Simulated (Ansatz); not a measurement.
# La: the crystal squeezed far

The task here is to estimate one member of a computed series from the others.

Program: Ansatz 0.2.0. Level of theory: DFT LDA, with the methods named in each step. These are calculated values, not measurements.

1 further run of the same task is left out (it didn't finish). Runs told in other sessions of the task aren't counted.

## Starting point

The structure is hexagonal, space group P6_3/mmc (No. 194). The conventional cell has a = 3.588 Å, b = 3.588 Å, c = 5.813 Å, α = 90.00°, β = 90.00°, γ = 120.00°. La (site symmetry -6m2) is surrounded by 12 La at 3.57 to 3.59 Å.

As a file:

```
CELL_PARAMETERS angstrom
3.58822 0.00000 0.00000
-1.79411 3.10749 0.00000
0.00000 0.00000 5.81291
ATOMIC_POSITIONS crystal
La 0.33333 0.66667 0.25000
La 0.66667 0.33333 0.75000
```

Whether this phase is the stable one at these pressures isn't tested.

Atoms are numbered in the order of the input: La1, La2.

Set-up of the first run:

input.yaml

```yaml
crystal:
  lattice:
    - [3.5882183255, 0.0, 0.0]
    - [-1.7941091628, 3.1074882242, 0.0]
    - [0.0, 0.0, 5.8129136873]
  atoms:
    - { symbol: La, position: [0.3333333333, 0.6666666667, 0.25] }
    - { symbol: La, position: [0.6666666667, 0.3333333333, 0.75] }
kpoints:
  mp_grid: { grid: [12, 12, 7] }
scf:
  occupations: { method: fermi_dirac, width: 0.08 }
hamiltonian:
  xc: lda
  pseudopotentials: { kind: paw }
output:
  forces: true
  stress: true
relax:
  f_tol: 0.005
  max_steps: 40
  cell: {}
```

Command:

```sh
$ ansatz run input.yaml --threads 1 --pin off --max-ram 2048MiB --backend cpu --events-out ev --progress --plain --runs-dir out
```

Steps of the session up to this table: Cell relaxed at zero pressure, PAW; Volume scaled by 1, PAW; Shape and atoms relaxed at 0.9 of the volume, PAW; Volume scaled by 0.9, PAW; Shape and atoms relaxed at 0.8 of the volume, PAW; Volume scaled by 0.8, PAW; Shape and atoms relaxed at 0.7 of the volume, PAW; Volume scaled by 0.7, PAW; Volume scaled by 0.7, PAW (core large); Shape and atoms relaxed at 0.6 of the volume, PAW; Volume scaled by 0.6, PAW; Shape and atoms relaxed at 0.5 of the volume, PAW; Volume scaled by 0.5, PAW; Shape and atoms relaxed at 0.4 of the volume, PAW; Volume scaled by 0.4, PAW; Volume scaled by 0.4, PAW (cutoff 600 eV).

One of the session's tables, all rows but one given; the rest of the session is left out.

```
             method  volume over the first  volume (Å³/atom)  pressure (GPa)
                PAW                      1            32.682           -0.02
                PAW                    0.9                 ?               ?
                PAW                    0.8            26.146            8.41
                PAW                    0.7            22.878           16.90
                PAW                    0.6            19.609           35.29
                PAW                    0.5            16.341           85.33
                PAW                    0.4            13.073          211.62
   PAW (core large)                    0.7            22.878           16.90
PAW (cutoff 600 eV)                    0.4            13.073          211.57
```

**Question.** Estimate the row for PAW, 0.9.

**Answer.** volume (Å³/atom): 29.414; pressure (GPa): 3.26. In the column «volume (Å³/atom)» it lies between PAW, 0.8 (26.146) and PAW, 1 (32.682).

Limits of these values: Warnings in the runs' records: datasets by core.
